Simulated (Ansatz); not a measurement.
# InP: a single-point run

Wanted: a converged single-point run for InP, and a check of what comes out. The structure is shown as the input types it.

Method: density functional or hybrid calculation with the settings of its input, plane waves, in Ansatz 0.2.0.

1 further run of the same task is left out (it didn't finish).

## Step 1: The structure to begin with

It takes space group F-43m (No. 216, cubic). The conventional cell has a = 5.908 Å, b = 5.908 Å, c = 5.908 Å, α = 90.00°, β = 90.00°, γ = 90.00°. In (site symmetry -43m) has 4 P at 2.56 Å as nearest neighbours. Around P (site symmetry -43m) lie 4 In at 2.56 Å.

Coordinates:

```
CELL_PARAMETERS angstrom
0.00000 2.95379 2.95379
2.95379 0.00000 2.95379
2.95379 2.95379 0.00000
ATOMIC_POSITIONS crystal
In 0.00000 0.00000 0.00000
P 0.25000 0.25000 0.25000
```

## Step 2: Input and run

The input, input.yaml:

```yaml
crystal:
  lattice:
    - [0.0, 2.953787637, 2.953787637]
    - [2.953787637, 0.0, 2.953787637]
    - [2.953787637, 2.953787637, 0.0]
  atoms:
    - { symbol: In, position: [0.0, 0.0, 0.0] }
    - { symbol: P, position: [0.25, 0.25, 0.25] }
kpoints:
  mp_grid: { grid: [6, 6, 6] }
hamiltonian:
  xc: pbe
scf:
  occupations: { method: methfessel_paxton, width: 1.5 }
  n_extra_bands: 4
output:
  forces: true
  stress: true
  eigenvalues: true
```

Run with:

```
$ ansatz run input.yaml --threads 4 --pin off --max-ram 3686MiB --backend cpu --events-out ev --progress --plain --runs-dir out
```

**Question.** How will this run end, and is anything wrong with its input?

The run converged and reported no error. That alone doesn't make the input a sound one.

The suspect setting: scf.occupations.width is 1.5. The width is far wider than usual, so occupations near the Fermi level are blurred and the entropy term grows.

The test: set scf.occupations.width to 0.05.
